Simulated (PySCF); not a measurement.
**Ways to converge the SCF of Cl**

The same problem is solved with other solver options, one edit a run.

Method: method and basis as typed in the scripts; program: PySCF 2.14.0.

1 further run of the same task is left out (it didn't finish).

### 1 The atom

Cl: 1 atom, charge 0, spin multiplicity 2.

### 2 The run that the others are compared with

input.py reads:

```python
from pyscf import gto, scf, cc

mol = gto.M(
    atom='Cl 0 0 0',
    basis='pcseg-2',
    charge=0,
    spin=1,
    symmetry=True,
    verbose=4,
)
mf = scf.ROHF(mol)
mf = mf.density_fit(auxbasis='def2-universal-jkfit')
mf.kernel()
mycc = cc.CCSD(mf, frozen=5)
mycc.kernel()
mf.dip_moment()
print('orbital energies (hartree):', mf.mo_energy[..., max(0, mol.nelec[1]-3):mol.nelec[0]+3].round(4))
```

Launch:

```console
$ python input.py
```

The log of this run is left out.

Base result: E(SCF) = -459.471729 Eh, 6 cycles, E(CCSD) − E(SCF) = -0.17760 Eh.

### 3 DIIS space 4

Variant 1 changes DIIS space: default → 4.

input.py reads:

```python
from pyscf import gto, scf, cc

mol = gto.M(
    atom='Cl 0 0 0',
    basis='pcseg-2',
    charge=0,
    spin=1,
    symmetry=True,
    verbose=4,
)
mf = scf.ROHF(mol)
mf = mf.density_fit(auxbasis='def2-universal-jkfit')
mf.diis_space = 4
mf.kernel()
mycc = cc.CCSD(mf, frozen=5)
mycc.kernel()
mf.dip_moment()
print('orbital energies (hartree):', mf.mo_energy[..., max(0, mol.nelec[1]-3):mol.nelec[0]+3].round(4))
```

Launch:

```console
$ python input.py
```

### 4 Convergence threshold 1e-13 hartree

Variant 2 changes convergence threshold: default → 1e-13 hartree.

Changes to input.py since step 2:

```diff
@@ -12,2 +12,3 @@
 mf = mf.density_fit(auxbasis='def2-universal-jkfit')
+mf.conv_tol = 1e-13
 mf.kernel()
```

### 5 Initial guess core

Variant 3 changes initial guess: minao → core.

Changes to input.py since step 2:

```diff
@@ -12,2 +12,3 @@
 mf = mf.density_fit(auxbasis='def2-universal-jkfit')
+mf.init_guess = 'core'
 mf.kernel()
```

### 6 Level shift 1 hartree

Variant 4 changes level shift: none → 1 hartree.

Changes to input.py since step 2:

```diff
@@ -12,2 +12,3 @@
 mf = mf.density_fit(auxbasis='def2-universal-jkfit')
+mf.level_shift = 1.0
 mf.kernel()
```

### 7 Level shift -0.2 hartree

Variant 5 changes level shift: none → -0.2 hartree.

Changes to input.py since step 2:

```diff
@@ -12,2 +12,3 @@
 mf = mf.density_fit(auxbasis='def2-universal-jkfit')
+mf.level_shift = -0.2
 mf.kernel()
```

### 8 Initial guess 1e

Variant 6 changes initial guess: minao → 1e.

Changes to input.py since step 2:

```diff
@@ -12,2 +12,3 @@
 mf = mf.density_fit(auxbasis='def2-universal-jkfit')
+mf.init_guess = '1e'
 mf.kernel()
```

**Question.** What will these runs give? Wanted: for each run, E(SCF); from base; after the SCF.

**Answer**, as computed:

```csv
run,E(SCF) (hartree),from base (eV),cycles,after the SCF
base,-459.471729,0,6,"CCSD correlation -4.833 eV, core frozen"
DIIS space 4,-459.471729,0.0000,6,"CCSD correlation -4.833 eV, core frozen"
convergence threshold 1e-13 hartree,-459.471729,0.0000,11,"CCSD correlation -4.833 eV, core frozen"
initial guess core,-459.471729,0.0000,6,"CCSD correlation -4.833 eV, core frozen"
level shift 1 hartree,-459.471729,0.0000,11,"CCSD correlation -4.833 eV, core frozen"
level shift -0.2 hartree,-459.471729,0.0000,8,"CCSD correlation -4.833 eV, core frozen"
initial guess 1e,-459.471729,0.0000,8,"CCSD correlation -4.833 eV, core frozen"
```

Distance from each run's final energy (log10 hartree) by cycle:

| run | cycle 1 | cycle 2 | cycle 3 | cycle 5 | cycle 8 | cycle 12 |
| --- | --- | --- | --- | --- | --- | --- |
| base | -2.6 | -3.9 | -5.5 | -9.2 | done | done |
| DIIS space 4 | -2.6 | -3.9 | -5.5 | -9.2 | done | done |
| convergence threshold 1e-13 hartree | -2.6 | -3.9 | -5.5 | -9.2 | < -11 | done |
| initial guess core | -2.6 | -3.9 | -5.5 | -9.2 | done | done |
| level shift 1 hartree | -2.8 | -3.6 | -4.3 | -5.8 | -7.8 | done |
| level shift -0.2 hartree | -2.6 | -3.3 | -4.7 | -7.2 | -11.0 | done |
| initial guess 1e | 0.6 | -0.3 | -2.6 | -5.8 | < -11 | done |

In words: No change of the SCF energy comes from DIIS space 4 or convergence threshold 1e-13 hartree or initial guess core or level shift 1 hartree or level shift -0.2 hartree or initial guess 1e. PySCF falls back to minao for a guess that it doesn't know or can't read, so that run repeats the base. The base needs 6 cycles and the run with level shift 1 hartree needs 11.
